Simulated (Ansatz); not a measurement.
# KF (Carobbiite): structure and electronic properties

One table from this session's results is given with a row withheld; the runs are named, their logs left out.

Method: DFT r2SCAN, scalar-relativistic, plane waves, PAW, in Ansatz 0.2.0.

## The starting structure

The structure is cubic, space group Fm-3m (No. 225). The conventional cell has a = 5.344 Å, b = 5.344 Å, c = 5.344 Å, α = 90.00°, β = 90.00°, γ = 90.00°. K (site symmetry m-3m) is surrounded by 6 F at 2.67 Å. F (site symmetry m-3m) is surrounded by 6 K at 2.67 Å.

Structure file:

```xyz
2
Lattice="0.0000 2.6719 2.6719 2.6719 0.0000 2.6719 2.6719 2.6719 0.0000" Properties=species:S:1:pos:R:3 pbc="T T T"
K     0.0000    0.0000    0.0000
F     2.6719    2.6719    2.6719
```

The structure comes from the Crystallography Open Database.

The first run:

(A quick probe on a coarse mesh, which set the mesh and smearing, is not shown.)

The input, input.yaml:

```yaml
crystal:
  lattice:
    - [0.0, 2.67185, 2.67185]
    - [2.67185, 0.0, 2.67185]
    - [2.67185, 2.67185, 0.0]
  atoms:
    - { symbol: K, position: [0.0, 0.0, 0.0] }
    - { symbol: F, position: [0.5, 0.5, 0.5] }
basis:
  ecutwfc: 500
kpoints:
  mp_grid: { grid: [8, 8, 8] }
hamiltonian:
  xc: r2scan
scf:
  occupations: { method: gaussian, width: 0.02 }
output:
  forces: true
  stress: true
  eigenvalues: true
  write_density: true
  write_potential: true
  elf: true
  volumetric_format: npy
relax:
  adjacent_minimum: "off"
  f_tol: 0.005
  max_steps: 80
  cell: { stress_tol: 0.05 }
```

On the command line:

```bash
$ ansatz run input.yaml --threads 1 --pin off --max-ram 2560MiB --backend cpu --events-out ev --progress --plain --runs-dir out
```

Among the steps run: Full relaxation; Bands, states and charges; Seeking the band edges over the whole zone; Eigenvalues a small step from each edge; The cell scaled to 0.97 of its volume; Volume × 1.03; Volume × 0.94; Volume × 1.06.

One of the session's tables, all rows but one given; the rest of the session is left out.

It belongs to the step «Energy against volume». 

| volume (Å³/atom) | energy above the lowest point (meV/atom) | pressure (GPa) | gap on the mesh (eV) |
| --- | --- | --- | --- |
| 17.668 | 8.5 | 2.56 | 7.26 |
| 18.232 | 2.0 | 1.17 | 7.08 |
| 18.795 | 0.0 | 0.01 | 6.91 |
| 19.359 | ? | ? | ? |
| 19.923 | 6.6 | -1.77 | 6.60 |

Q: Estimate the row for volume (Å³/atom) = 19.359 from the others.

Worked estimate for «energy above the lowest point (meV/atom)». A straight line through the neighbours (18.795, 0.0) and (19.923, 6.6) gives 0.0 + (6.6 − 0.0) × (19.359 − 18.795) / (19.923 − 18.795) = 3.3; a parabola fitted to 3 rows on both sides gives 1.5.

The run gave: energy above the lowest point (meV/atom): 1.7; pressure (GPa): -0.96; gap on the mesh (eV): 6.75. In «energy above the lowest point (meV/atom)» the line misses by +1.6 and the parabola by -0.2.

Limits of these values: The start is a reported cell, which holds thermal expansion that this zero-temperature run lacks.
